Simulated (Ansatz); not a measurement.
# Ta3SiC2: the cost of one run

Method: DFT PBE, scalar-relativistic, plane waves, PAW, in Ansatz 0.2.0.

**1. The starting structure**

The structure is tetragonal, space group P4/mmm (No. 123). The conventional cell has a = 3.029 Å, b = 3.029 Å, c = 9.285 Å, α = 90.00°, β = 90.00°, γ = 90.00°. Ta (site symmetry 4mm) is surrounded by 4 C at 2.59 Å and 4 Si at 2.73 Å and 5 Ta at 2.96 to 3.03 Å. Ta (site symmetry 4/mmm) has 8 C at 2.61 Å and 6 Ta at 2.96 to 3.03 Å in its first shell of neighbours. Si (site symmetry 4/mmm) is surrounded by 8 Ta at 2.73 Å. C (site symmetry 4mm) is surrounded by 8 Ta at 2.59 to 2.61 Å.

Structure file:

```cif
data_structure
_symmetry_space_group_name_H-M 'P4/mmm'
_symmetry_Int_Tables_number 123
_cell_length_a 3.0294
_cell_length_b 3.0294
_cell_length_c 9.2853
_cell_angle_alpha 90.000
_cell_angle_beta 90.000
_cell_angle_gamma 90.000
_cell_volume 85.21
loop_
_atom_site_label
_atom_site_type_symbol
_atom_site_symmetry_multiplicity
_atom_site_Wyckoff_symbol
_atom_site_fract_x
_atom_site_fract_y
_atom_site_fract_z
_atom_site_occupancy
Ta1 Ta 2 h 0.50000 0.50000 0.18173 1
Ta2 Ta 1 d 0.50000 0.50000 0.50000 1
Si1 Si 1 a 0.00000 0.00000 0.00000 1
C1 C 2 g 0.00000 0.00000 0.33928 1
```

Recipe of the guess: species swapped into a database cell of Mg3HgAu2 (P4/mmm, No. 123), with Ta on the Mg sites, Si on the Hg sites and C on the Au sites. Its size is a rough estimate.

**2. The guess as it stands, on a coarse mesh**

input.yaml reads:

```yaml
crystal:
  lattice:
    - [3.02942257, 0.0, 0.0]
    - [0.0, 3.02942257, 0.0]
    - [0.0, 0.0, 9.28527889]
  atoms:
    - { symbol: Ta, position: [0.5, 0.5, 0.1817286] }
    - { symbol: Ta, position: [0.5, 0.5, 0.5] }
    - { symbol: Ta, position: [0.5, 0.5, 0.8182714] }
    - { symbol: Si, position: [0.0, 0.0, 0.0] }
    - { symbol: C, position: [0.0, 0.0, 0.3392778] }
    - { symbol: C, position: [0.0, 0.0, 0.6607222] }
basis:
  ecutwfc: 420
kpoints:
  mp_grid: { grid: [6, 6, 2] }
hamiltonian:
  xc: pbe
scf:
  occupations: { method: gaussian, width: 0.1 }
  lower_state_search: "off"
output:
  forces: true
  stress: true
  eigenvalues: true
```

Started as:

```sh
> ansatz run input.yaml --threads 1 --pin off --max-ram 2560MiB --backend cpu --events-out ev --progress --plain --runs-dir out
```

What time and memory should one allow on 1 thread of Arm Neoverse V2, shared host?

About 2.9 s, with a peak of 0.35 GiB.
